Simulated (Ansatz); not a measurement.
# CuOF (singlet): from a generated start to a stationary point

Aim: relax a generated start of CuOF (singlet) and see which bonds hold.

Program: Ansatz 0.2.0, Gaussian basis. Level of theory: RKS PBE0/def2-TZVP. These are calculated values, not measurements.

### 1 The starting structure

3 atoms, charge 0, spin multiplicity 1.

Atoms are counted from 1 here; the program's logs count them from 0.

Bond lengths: Cu1–O2 1.567 Å, Cu1–F3 1.643 Å. Angles: O2–Cu1–F3 165.0°.

The start was built by rule and, where that kept it together, relaxed with GFN2-xTB. Sticks and bond lists go by distance. 

### 2 Relaxation

Contents of in.yaml:

```yaml
crystal:
  periodic: [false, false, false]
  atoms:
    - {symbol: Cu, position_ang: [0.001958, 0.062858, -0.073549]}
    - {symbol: O, position_ang: [-0.015928, 1.613445, 0.152204]}
    - {symbol: F, position_ang: [0.006864, -1.569002, 0.117831]}
basis:
  gaussian: {orbitals: def2-TZVP}
hamiltonian: {xc: pbe0}
relax: {f_tol: 0.004, max_steps: 80}
```

Started as:

```bash
ansatz run in.yaml --threads 1 --pin off --events-out ev --progress --plain --max-ram 2176MiB
```

**Question.** What will these runs give? Wanted: energy gained; shift from the start; total energy; dipole moment.

The runs gave:

| quantity | value |
| --- | --- |
| steps | 7 |
| energy gained | 0.242 eV |
| shift from the start (rms) | 0.103 Å |
| total energy | -49391.7517 eV |
| dipole moment | 1.79 D |

**Reading.** The bonds of the start are those of the end. Cu1–O2 went from 1.567 to 1.658 Å. No vibrations were run, so this is a stationary point, not a proven minimum, and this spin need not be the ground state's.
